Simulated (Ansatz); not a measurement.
**HfSi: one candidate structure**

Aim: relax HfSi from this start, CuAu (L1_0) type (P4/mmm, No. 123), and see where it ends.

Computed with Ansatz 0.2.0 (DFT r2SCAN, scalar-relativistic, plane waves, PAW, unless a step's input says otherwise).

**1. The structure to begin with**

Symmetry: P4/mmm, No. 123, tetragonal system. The conventional cell has a = 2.982 Å, b = 2.982 Å, c = 3.908 Å, α = 90.00°, β = 90.00°, γ = 90.00°. Hf (site symmetry 4/mmm) is surrounded by 8 Si at 2.87 Å and 4 Hf at 2.98 Å. Si (site symmetry 4/mmm) has 8 Hf at 2.87 Å as nearest neighbours.

Coordinates:

```
Hf Si
1.0
     2.98175    0.00000    0.00000
     0.00000    2.98175    0.00000
     0.00000    0.00000    3.90822
Hf Si
1 1
Direct
  0.50000 0.50000 0.50000
  0.00000 0.00000 0.00000
```

This is candidate A: CuAu (L1_0) type (P4/mmm, No. 123).

**2. Quick check of gap, pressure and forces (candidate A)**

The input, input.yaml:

```yaml
crystal:
  lattice:
    - [2.9817508702, 0.0, 0.0]
    - [0.0, 2.9817508702, 0.0]
    - [0.0, 0.0, 3.908223462]
  atoms:
    - { symbol: Hf, position: [0.5, 0.5, 0.5] }
    - { symbol: Si, position: [0.0, 0.0, 0.0] }
basis:
  ecutwfc: 500
kpoints:
  mp_grid: { grid: [6, 6, 6] }
hamiltonian:
  xc: r2scan
scf:
  occupations: { method: gaussian, width: 0.1 }
  lower_state_search: "off"
output:
  forces: true
  stress: true
  eigenvalues: true
```

On the command line:

```
$ ansatz run input.yaml --threads 1 --pin off --max-ram 3072MiB --backend cpu --events-out ev --progress --plain --runs-dir out
```

Log, shortened:

```text
[...]
SCF converged after 7 iterations
Free energy (F): -16372.882319 eV
[...]
E sigma→0 (E₀):  -16372.878180 eV
Entropy (-TS):   -0.008278 eV (-4.139 meV/atom)
Fermi energy:    17.239098 eV
[...]
--- Forces (eV/Å), atoms counted from 1 ---
  atom   1  Hf     0.00000000     0.00000000     0.00000000
  atom   2  Si    -0.00000000    -0.00000000     0.00000000
[...]
--- Stress (GPa, compression-positive) ---
       -0.801113       0.000000       0.000000
        0.000000      -0.801113       0.000000
        0.000000       0.000000      -3.717696
  P = ⅓ Tr σ = -1.7733 GPa (-17.733 kbar)
--- Band table (eV; the first three rows and the last of 40) ---
  k-point 0: bands = ["-46.3265", "-14.5124", "-13.9642", "-13.9642", "5.1900", "5.2190", "5.2439", "5.2539", "5.2539", "5.2731", "5.3208", "5.3208", "14.3050", "15.3956", "15.8995", "21.0145", "21.0145", "21.4256", "21.4256"]
[...]
```

Run time: 2.4 s. Hardware: 1 thread of Intel Xeon 6975P-C (Granite Rapids), shared host; peak memory 0.44 GiB.

From the probe: pressure -1.8 GPa, largest force 0.00 eV/Å, gap on this mesh none (metal). The gap decides the next run's mesh: 18×18×14 points.

**3. Full relaxation (candidate A)**

Edit input.yaml of step 2 so:

```diff
@@ -11,3 +11,3 @@
 kpoints:
-  mp_grid: { grid: [6, 6, 6] }
+  mp_grid: { grid: [18, 18, 14] }
 hamiltonian:
@@ -16,3 +16,2 @@
   occupations: { method: gaussian, width: 0.1 }
-  lower_state_search: "off"
 output:
@@ -21 +20,6 @@
   eigenvalues: true
+relax:
+  adjacent_minimum: "off"
+  f_tol: 0.01
+  max_steps: 80
+  cell: { stress_tol: 0.05 }
```

On the command line:

```
$ ansatz run input.yaml --threads 1 --pin off --max-ram 3072MiB --backend cpu --events-out ev --progress --plain --runs-dir out
```

Log:

```text
Warning: RAYON_NUM_THREADS=1 ignored (pool sized by the plan → 1); use --threads N
Engine: ansatz 0.2.0, x86_64-unknown-linux-gnu
Pseudopotentials: kind: paw
Pseudopotential: Hf, paw, valence charge 26, recommended cutoff 500 eV (meta_gga), Hf.paw.azcp
Pseudopotential: Si, paw, valence charge 4, recommended cutoff 500 eV (meta_gga), Si.paw.azcp
Functional definition: r2SCAN
  parameter k0 = 0.174
  parameter k1 = 0.065
  parameter a1 = 4.9479
  exchange = r2scan_x(k0 = k0, k1 = k1, a1 = a1)
  correlation = r2scan_c
Crystal: 2 atoms, lattice volume = 34.747 Å³
Basis set: ecut = 500 eV, 879 PW (Γ), exchange–correlation on 96×96×120 points (64 copies of the dense FFT grid, shifted against one another)
Bands: 19, of which v1, the nominal top of the filled ones, is band 15 counted from 1 (14 counted from 0)
Symmetry: 16 space group operations
Space group: P4/mmm (ITA 123), of the structure as read, at distance tolerance 3.3e-5 Å
k-points: 440 of 4536
Non-local potential: Hf, projectors of the file, l = 0: 3, l = 1: 2, l = 2: 2, l = 3: 3
Non-local potential: Si, projectors of the file, l = 0: 2, l = 1: 2, l = 2: 2
PAW form: soft (Blöchl's): semilocal exchange-correlation on the pseudo side does not see the compensation charge
PAW frozen core: Hf, regenerated for the run's functional (the file was generated under x = pbe(κ = 0.804, μ = 0.2195149727645171), c = pbe(β = 0.06672455060314922))
PAW frozen core: Si, regenerated for the run's functional (the file was generated under x = pbe(κ = 0.804, μ = 0.2195149727645171), c = pbe(β = 0.06672455060314922))
PAW one-centre angular grid: Hf, 974 points (default); XC on 160 Gauss nodes
PAW one-centre angular grid: Si, 302 points (default); XC on 160 Gauss nodes
Initial density: superposition of atomic densities (neutral atoms: chi_scale 0, normalization atom), corrected by the library's trained network
Initial wavefunctions: pseudopotential atomic-orbital guess
Functional: x = r2scan, c = r2scan; τ floored in thin density (d = 2e-4 eV/Å³)
SCF iter   1: F=—  HF=-16372.924754 eV  |F-HF|=—  |Δ(HF+E_count)|=         —  Δρ=8.71e-3  dr2=3.09e-2  dr2_τ=2.60e-2  ethr=1.77e-3  ⟨swp⟩=5.0  Hψ=36106  notcnv=0
preconditioner: auto → Kerker (q_TF=auto, 2.662 Å⁻¹)  [metal: Δε(μ)=0.017 eV  Ē_g=17.409 eV  σ=0.100 eV  W_gap=0.10  n_scr=14 (ndim 8)  ℏωp=33.3 eV  f_vac=0.000  D(μ)=0.68/eV (n_scr^D=2)]
SCF iter   2: F=—  HF=-16372.944398 eV  |F-HF|=—  |Δ(HF+E_count)|=   1.96e-2  Δρ=3.54e-3  dr2=3.24e-3  dr2_τ=1.05e-3  ethr=1.03e-4  ⟨swp⟩=2.0  Hψ=20230  notcnv=0  defer=10
SCF iter   3: F=—  HF=-16372.943433 eV  |F-HF|=—  |Δ(HF+E_count)|=   9.65e-4  Δρ=2.88e-3  dr2=2.24e-3  dr2_τ=5.06e-5  ethr=1.08e-5  ⟨swp⟩=2.8  Hψ=16827  notcnv=0  defer=10
SCF iter   4: F=—  HF=-16372.943878 eV  |F-HF|=—  |Δ(HF+E_count)|=   4.45e-4  Δρ=6.74e-4  dr2=1.47e-4  dr2_τ=1.51e-5  ethr=7.47e-6  ⟨swp⟩=2.1  Hψ=10310  notcnv=0  defer=10
SCF iter   5: F=—  HF=-16372.943898 eV  |F-HF|=—  |Δ(HF+E_count)|=   1.99e-5  Δρ=1.37e-4  dr2=8.46e-6  dr2_τ=5.93e-7  ethr=4.91e-7  ⟨swp⟩=2.0  Hψ=10169  notcnv=0  defer=10
SCF iter   6: F=—  HF=-16372.943903 eV  |F-HF|=—  |Δ(HF+E_count)|=   5.66e-6  Δρ=3.59e-5  dr2=5.11e-7  dr2_τ=4.07e-8  ethr=2.82e-8  ⟨swp⟩=2.0  Hψ=13858  notcnv=0  defer=10
SCF iter   7: F=-16372.943903 eV  HF=-16372.943903 eV  |F-HF|=1.52e-8  |Δ(HF+E_count)|=   7.13e-8  Δρ=1.30e-5  dr2=5.71e-8  dr2_τ=9.75e-10  ethr=3.33e-10  ⟨swp⟩=5.9  Hψ=39182  notcnv=0
SCF 1 converged in 7 iterations: F = -16372.943903 eV  dr2 = 5.71e-8
relax step   1: F+E_penalty+E_count = -16372.94390326 eV  Δ(F+E_penalty+E_count) = +0.000e0 eV  max|allowed force component| = 3.303e-30 eV/Å  Δτ_max = 0.0000 Å  P = -2.406 GPa  Ω = 34.747 Å³  (7 SCF iters, dr2 threshold 1.00e-7 eV, accepted)
Crystal: 2 atoms, lattice volume = 33.187 Å³
Basis set: ecut = 500 eV, 837 PW (Γ), exchange–correlation on 96×96×120 points (64 copies of the dense FFT grid, shifted against one another)
Initial density: handed on by an earlier stage of this run
Initial wavefunctions: those handed on with the density
iter 1 solved again at ethr=1.52e-5 eV; its pass at ethr=3.10e-3 eV (dr2=4.57e-3 eV) is discarded
SCF iter   1: F=—  HF=-16372.890284 eV  |F-HF|=—  |Δ(HF+E_count)|=         —  Δρ=2.79e-3  dr2=4.63e-3  dr2_τ=3.77e-2  ethr=1.52e-5  ⟨swp⟩=1.2  Hψ=46144  notcnv=0
preconditioner: auto → none  [metal: Δε(μ)=0.013 eV  Ē_g=17.228 eV  σ=0.100 eV  W_gap=0.07  n_scr=6 (ndim 8)  ℏωp=34.1 eV  f_vac=0.000  D(μ)=0.79/eV (n_scr^D=2)]
SCF iter   2: F=—  HF=-16372.937150 eV  |F-HF|=—  |Δ(HF+E_count)|=   4.69e-2  Δρ=1.73e-3  dr2=2.31e-3  dr2_τ=2.39e-4  ethr=1.52e-5  ⟨swp⟩=2.0  Hψ=16721  notcnv=0
SCF iter   3: F=—  HF=-16372.936581 eV  |F-HF|=—  |Δ(HF+E_count)|=   5.69e-4  Δρ=6.03e-4  dr2=8.34e-5  dr2_τ=1.58e-5  ethr=7.72e-6  ⟨swp⟩=2.0  Hψ=10092  notcnv=0
SCF iter   4: F=—  HF=-16372.936611 eV  |F-HF|=—  |Δ(HF+E_count)|=   2.96e-5  Δρ=2.42e-4  dr2=8.80e-6  dr2_τ=1.59e-6  ethr=2.78e-7  ⟨swp⟩=2.0  Hψ=14175  notcnv=0
SCF iter   5: F=—  HF=-16372.936623 eV  |F-HF|=—  |Δ(HF+E_count)|=   1.20e-5  Δρ=1.28e-4  dr2=8.56e-6  dr2_τ=4.77e-7  ethr=2.93e-8  ⟨swp⟩=2.0  Hψ=15005  notcnv=0
SCF iter   6: F=—  HF=-16372.936620 eV  |F-HF|=—  |Δ(HF+E_count)|=   2.28e-6  Δρ=2.26e-5  dr2=2.01e-7  dr2_τ=8.44e-9  ethr=2.85e-8  ⟨swp⟩=2.0  Hψ=14593  notcnv=0
SCF iter   7: F=-16372.936620 eV  HF=-16372.936620 eV  |F-HF|=7.64e-11  |Δ(HF+E_count)|=   2.35e-8  Δρ=5.45e-6  dr2=3.80e-9  dr2_τ=5.57e-10  ethr=6.67e-10  ⟨swp⟩=4.7  Hψ=34227  notcnv=0
SCF 2 converged in 7 iterations: F = -16372.936620 eV  dr2 = 3.80e-9
relax step   2: F+E_penalty+E_count = -16372.93662025 eV  Δ(F+E_penalty+E_count) = +7.283e-3 eV  max|allowed force component| = 2.214e-29 eV/Å  Δτ_max = 0.0000 Å  P = +4.145 GPa  Ω = 33.187 Å³  energy of the carried Pulay correction = +1.042e-4 eV  (7 SCF iters, dr2 threshold 2.00e-7 eV, rejected (line search))
Crystal: 2 atoms, lattice volume = 34.164 Å³
Basis set: ecut = 500 eV, 855 PW (Γ), exchange–correlation on 96×96×120 points (64 copies of the dense FFT grid, shifted against one another)
iter 1 solved again at ethr=8.72e-6 eV; its pass at ethr=3.10e-3 eV (dr2=2.61e-3 eV) is discarded
SCF iter   1: F=—  HF=-16372.931248 eV  |F-HF|=—  |Δ(HF+E_count)|=         —  Δρ=1.94e-3  dr2=2.55e-3  dr2_τ=1.56e-2  ethr=8.72e-6  ⟨swp⟩=1.8  Hψ=44836  notcnv=0
preconditioner: auto → Kerker (q_TF=auto, 2.670 Å⁻¹)  [metal: Δε(μ)=0.010 eV  Ē_g=17.209 eV  σ=0.100 eV  W_gap=0.06  n_scr=14 (ndim 8)  ℏωp=33.6 eV  f_vac=0.000  D(μ)=0.71/eV (n_scr^D=2)]
SCF iter   2: F=—  HF=-16372.948946 eV  |F-HF|=—  |Δ(HF+E_count)|=   1.77e-2  Δρ=6.16e-4  dr2=1.85e-4  dr2_τ=3.80e-5  ethr=8.50e-6  ⟨swp⟩=2.0  Hψ=14976  notcnv=0
SCF iter   3: F=—  HF=-16372.948939 eV  |F-HF|=—  |Δ(HF+E_count)|=   6.79e-6  Δρ=3.12e-4  dr2=6.06e-5  dr2_τ=1.56e-6  ethr=6.16e-7  ⟨swp⟩=2.8  Hψ=15425  notcnv=0
SCF iter   4: F=—  HF=-16372.948930 eV  |F-HF|=—  |Δ(HF+E_count)|=   9.17e-6  Δρ=1.07e-4  dr2=6.35e-6  dr2_τ=5.96e-7  ethr=2.02e-7  ⟨swp⟩=2.0  Hψ=13166  notcnv=0
SCF iter   5: F=—  HF=-16372.948922 eV  |F-HF|=—  |Δ(HF+E_count)|=   7.66e-6  Δρ=4.32e-5  dr2=7.15e-7  dr2_τ=2.29e-8  ethr=2.12e-8  ⟨swp⟩=2.0  Hψ=13479  notcnv=0
SCF iter   6: F=—  HF=-16372.948924 eV  |F-HF|=—  |Δ(HF+E_count)|=   2.03e-6  Δρ=1.61e-5  dr2=1.26e-7  dr2_τ=2.97e-9  ethr=2.38e-9  ⟨swp⟩=2.0  Hψ=14950  notcnv=0
SCF iter   7: F=—  HF=-16372.948924 eV  |F-HF|=—  |Δ(HF+E_count)|=   1.30e-8  Δρ=4.22e-6  dr2=8.80e-9  dr2_τ=5.17e-10  ethr=4.21e-10  ⟨swp⟩=2.0  Hψ=13215  notcnv=0
SCF iter   8: F=—  HF=-16372.948924 eV  |F-HF|=—  |Δ(HF+E_count)|=   1.43e-9  Δρ=2.04e-6  dr2=1.77e-9  dr2_τ=2.63e-11  ethr=2.93e-11  ⟨swp⟩=2.0  Hψ=14975  notcnv=0
SCF iter   9: F=—  HF=-16372.948924 eV  |F-HF|=—  |Δ(HF+E_count)|=  4.00e-11  Δρ=7.66e-7  dr2=3.23e-10  dr2_τ=7.28e-12  ethr=5.90e-12  ⟨swp⟩=2.2  Hψ=13018  notcnv=0
SCF iter  10: F=-16372.948924 eV  HF=-16372.948924 eV  |F-HF|=3.64e-12  |Δ(HF+E_count)|=  2.91e-11  Δρ=1.61e-7  dr2=7.70e-12  dr2_τ=5.74e-13  ethr=1.00e-12  ⟨swp⟩=4.8  Hψ=40697  notcnv=0
SCF 3 converged in 10 iterations: F = -16372.948924 eV  dr2 = 7.70e-12
relax step   3: F+E_penalty+E_count = -16372.94892417 eV  Δ(F+E_penalty+E_count) = -5.021e-3 eV  max|allowed force component| = 4.166e-29 eV/Å  Δτ_max = 0.0000 Å  P = -0.111 GPa  Ω = 34.164 Å³  energy of the carried Pulay correction = +3.831e-5 eV  (10 SCF iters, accepted)
Crystal: 2 atoms, lattice volume = 34.137 Å³
iter 1 solved again at ethr=9.08e-9 eV; its pass at ethr=3.10e-3 eV (dr2=2.72e-6 eV) is discarded
SCF iter   1: F=—  HF=-16372.948922 eV  |F-HF|=—  |Δ(HF+E_count)|=         —  Δρ=5.76e-5  dr2=2.59e-6  dr2_τ=1.18e-5  ethr=9.08e-9  ⟨swp⟩=2.1  Hψ=44670  notcnv=0
preconditioner: auto → Kerker (q_TF=auto, 2.670 Å⁻¹)  [metal: Δε(μ)=0.010 eV  Ē_g=17.197 eV  σ=0.100 eV  W_gap=0.06  n_scr=14 (ndim 8)  ℏωp=33.6 eV  f_vac=0.000  D(μ)=0.71/eV (n_scr^D=2)]
SCF iter   2: F=—  HF=-16372.948936 eV  |F-HF|=—  |Δ(HF+E_count)|=   1.36e-5  Δρ=2.05e-5  dr2=2.84e-7  dr2_τ=3.28e-8  ethr=8.64e-9  ⟨swp⟩=2.0  Hψ=14974  notcnv=0
SCF iter   3: F=—  HF=-16372.948936 eV  |F-HF|=—  |Δ(HF+E_count)|=   3.08e-8  Δρ=9.71e-6  dr2=7.65e-8  dr2_τ=2.10e-9  ethr=1.20e-10  ⟨swp⟩=4.7  Hψ=31387  notcnv=0
SCF iter   4: F=-16372.948936 eV  HF=-16372.948936 eV  |F-HF|=1.08e-8  |Δ(HF+E_count)|=   1.60e-8  Δρ=3.75e-6  dr2=1.05e-8  dr2_τ=6.69e-10  ethr=1.20e-10  ⟨swp⟩=4.0  Hψ=30018  notcnv=0
SCF 4 converged in 4 iterations: F = -16372.948936 eV  dr2 = 1.05e-8
relax step   4: F+E_penalty+E_count = -16372.94893557 eV  Δ(F+E_penalty+E_count) = -1.140e-5 eV  max|allowed force component| = 2.518e-28 eV/Å  Δτ_max = 0.0000 Å  P = -0.001 GPa  Ω = 34.137 Å³  energy of the carried Pulay correction = +4.015e-5 eV  (4 SCF iters, dr2 threshold 3.60e-8 eV, accepted)
Initial wavefunctions: pseudopotential atomic-orbital guess (no wavefunctions were taken with the density)
iter 1 solved again at ethr=1.58e-8 eV; its pass at ethr=3.10e-3 eV (dr2=4.73e-6 eV) is discarded
SCF iter   1: F=—  HF=-16372.948895 eV  |F-HF|=—  |Δ(HF+E_count)|=         —  Δρ=1.11e-5  dr2=1.43e-8  dr2_τ=3.35e-8  ethr=1.58e-8  ⟨swp⟩=3.1  Hψ=61583  notcnv=0
preconditioner: auto → Kerker (q_TF=auto, 2.670 Å⁻¹)  [metal: Δε(μ)=0.010 eV  Ē_g=17.197 eV  σ=0.100 eV  W_gap=0.05  n_scr=14 (ndim 8)  ℏωp=33.6 eV  f_vac=0.000  D(μ)=0.71/eV (n_scr^D=2)]
SCF iter   2: F=—  HF=-16372.948897 eV  |F-HF|=—  |Δ(HF+E_count)|=   1.21e-6  Δρ=6.24e-6  dr2=7.07e-9  dr2_τ=1.95e-9  ethr=4.75e-11  ⟨swp⟩=2.0  Hψ=14880  notcnv=0
SCF iter   3: F=—  HF=-16372.948897 eV  |F-HF|=—  |Δ(HF+E_count)|=   4.55e-9  Δρ=2.25e-6  dr2=1.54e-9  dr2_τ=3.01e-10  ethr=2.36e-11  ⟨swp⟩=2.4  Hψ=15063  notcnv=0
SCF iter   4: F=—  HF=-16372.948897 eV  |F-HF|=—  |Δ(HF+E_count)|=  1.44e-10  Δρ=8.74e-7  dr2=1.68e-10  dr2_τ=2.03e-11  ethr=5.13e-12  ⟨swp⟩=2.0  Hψ=13216  notcnv=0
SCF iter   5: F=-16372.948897 eV  HF=-16372.948897 eV  |F-HF|=0.00e0  |Δ(HF+E_count)|=  3.27e-11  Δρ=1.48e-7  dr2=1.26e-11  dr2_τ=2.34e-12  ethr=1.00e-12  ⟨swp⟩=4.1  Hψ=42455  notcnv=0
SCF 5 converged in 5 iterations: F = -16372.948897 eV  dr2 = 1.26e-11
relax step   5: F+E_penalty+E_count = -16372.94889665 eV  Δ(F+E_penalty+E_count) = +3.893e-5 eV  max|allowed force component| = 3.251e-28 eV/Å  Δτ_max = 0.0000 Å  P = -0.001 GPa  Ω = 34.137 Å³  stress off target by 3.74e-3 GPa  SCF on the basis re-selected at this cell (its energy is not comparable with the rows above)  (5 SCF iters)
basis re-selected at this cell: Δ(F+E_penalty+E_count) = +3.893e-5 eV, ΔP = -0.000 GPa vs the last step (what re-selecting the basis moved, of the pressure what is left beyond the Pulay correction that the steps carried, after the strain that the cell walked since its last selection, with what the two solves' SCF thresholds leave and, on support functions, any second-order correction that the steps lacked; it is no measure of the basis error at this ecutwfc). This SCF's stress stands 3.74e-3 GPa from its target on what of the cell is left free (relax.cell.stress_tol is 5.00e-2 GPa) and its largest allowed force component is 3.25e-28 eV/Å (relax.f_tol is 1.00e-2 eV/Å): within both
SCF converged after 5 iterations
Free energy (F): -16372.948897 eV
Harris-Foulkes:  -16372.948897 eV  (|F-HF|=0.00e0)
Internal energy: -16372.945334 eV  (E = F + TS)
E sigma→0 (E₀):  -16372.947115 eV
Entropy (-TS):   -0.003563 eV (-1.782 meV/atom)
Fermi energy:    17.728516 eV
--- Per-component energies (eV) ---
  E_band       = 10.310480
  E_kinetic    = 468.539497
  E_local      = -5991.776253  (includes V_loc(G=0)·N_el)
  E_nonlocal   = -1224.320868
  E_hartree    = 2834.450026
  E_xc         = -336.669344
  E_vxc        = -346.125135  (∫ρ·V_xc dr)
  E_paw        = -7471.577165  (= ΣΔE_a)
  E_vpaw       = 1418.380387  (= ΣTr[D̂ρ^β])
  E_aug_tail   = 0.000004  (compensation charges beyond the density's cutoff)
  E_vtau       = 16.712794  (kinetic-family band-sum trace: ∫τ·v_τ [+ j·A + Jᵃ·Aᵃ] dr)
  E_ewald      = -4651.836319
  E_core_change = 0.245089  (= ΣΔE_core)
  E_smearing   = -0.003563  (= −TS)
  E_closure    = -0.000000  (closes the sum)
  Σ components = -16372.948897   (vs F -16372.948897, Δ=0.00e0)
--- Forces (eV/Å), atoms counted from 1 ---
  atom   1  Hf    -0.00000000    -0.00000000     0.00000000
  atom   2  Si     0.00000000     0.00000000     0.00000000
  max |Σ_I F_I| component: 5.80e-28 eV/Å
--- Stress (GPa, compression-positive) ---
       -0.000002       0.000000      -0.000000
        0.000000      -0.000002      -0.000000
       -0.000000      -0.000000      -0.003737
  P = ⅓ Tr σ = -0.0012 GPa (-0.012 kbar)
--- Band table (eV; the first three rows and the last of 440) ---
  k-point 0: bands = ["-45.9053", "-14.0960", "-13.5418", "-13.5418", "5.4131", "5.6444", "5.6649", "5.6778", "5.6778", "5.6957", "5.7420", "5.7420", "14.6123", "15.6909", "16.2919", "21.4172", "21.4172", "21.7935", "21.7935"]
  k-point 1: bands = ["-45.9052", "-14.1007", "-13.5415", "-13.5415", "5.4772", "5.6451", "5.6646", "5.6780", "5.6780", "5.6956", "5.7421", "5.7421", "14.2577", "15.7135", "16.5827", "20.8835", "20.8835", "22.4071", "22.4071"]
  k-point 2: bands = ["-45.9050", "-14.1138", "-13.5409", "-13.5409", "5.6258", "5.6639", "5.6786", "5.6786", "5.6877", "5.6954", "5.7425", "5.7425", "13.5230", "15.7781", "17.1470", "20.2866", "20.2866", "23.2428", "23.2428"]
  k-point 439: bands = ["-45.8003", "-14.2637", "-14.2637", "-13.9553", "5.6290", "5.6577", "5.6577", "5.6881", "5.7280", "5.7280", "5.7369", "12.7077", "12.7077", "12.8387", "13.5638", "20.0808", "21.8183", "21.8183", "22.0356"]
--- Relaxed structure (4 steps of the walk, 3 accepted, 1 SCFs on fresh bases) ---
  F+E_penalty+E_count = -16372.94889665 eV   max|allowed force component| = 3.251e-28 eV/Å   (the final SCF, on the basis selected at the relaxed cell)
  cell:  # Å, volume = 34.1366 Å³
    - [2.9690992049640053, 0.0, 0.0]
    - [0.0, 2.9690992049640053, 0.0]
    - [0.0, 0.0, 3.8723213719299716]
  atoms:
    - { symbol: Hf, position: [0.5, 0.5, 0.5000000000000001] }
    - { symbol: Si, position: [0.0, 2.5230692209902927e-37, 0.0] }
```

Run time: 85 s. Hardware: 1 thread of Intel Xeon 6975P-C (Granite Rapids), shared host; peak memory 0.72 GiB.

The steps of the relaxation:

```
step  E - E(step 1) (eV/cell)  largest force component (eV/Å)  pressure (GPa)  volume (Å³)
   1                   0.0000                          0.0000           -2.41        34.75
   2                   0.0073                          0.0000            4.15        33.19
   3                  -0.0050                          0.0000           -0.11        34.16
   4                  -0.0050                          0.0000            0.00        34.14
   5                  -0.0050                          0.0000            0.00        34.14
```

Step 1 is the start. Step 5 repeats the geometry before it on a plane-wave basis chosen anew for that cell, so its energy need not be comparable with the rows above. Step 2 was tried and not accepted.

|  | before | after | change |
| --- | --- | --- | --- |
| a (Å) | 2.982 | 2.969 | -0.4 % |
| b (Å) | 2.982 | 2.969 | -0.4 % |
| c (Å) | 3.908 | 3.872 | -0.9 % |
| volume (Å³/atom) | 17.37 | 17.07 | -1.8 % |
| shortest distance (Å) | 2.875 | 2.856 | -0.7 % |
| space group (0.01 Å) | P4/mmm | P4/mmm | same |

The run keeps the 16 symmetry operations of the start, so it could not have lowered the symmetry.

**4. What came out**

Formation energies count from the elements, computed with the same settings in runs not shown here.

Rows marked E are candidates relaxed earlier by the same steps.

```
candidate                                   start  space group at the end  atoms  volume (Å³/atom)  energy above the lowest (meV/atom)  gap on the mesh (eV)  formation energy (eV/atom)
        A      CuAu (L1_0) type (P4/mmm, No. 123)                  P4/mmm      2             17.07                                 0.0                  0.00                      -0.410
       E1  caesium chloride type (Pm-3m, No. 221)                   Pm-3m      2             17.51                               212.7                  0.00                      -0.197
       E2       zinc blende type (F-43m, No. 216)                   F-43m      2             27.64                               872.2                  0.31                      +0.462
```

A (P4/mmm) is lowest, 213 meV/atom under E1. Other structures, not tried here, may lie lower. With -0.41 eV/atom the lowest lies under the elements, which doesn't yet make it stable against other compounds of them. The runs treat Hf without spin-orbit coupling.

The gaps are Kohn-Sham values of a semilocal functional, not quasiparticle or optical gaps. Such gaps usually fall short of the measured ones.
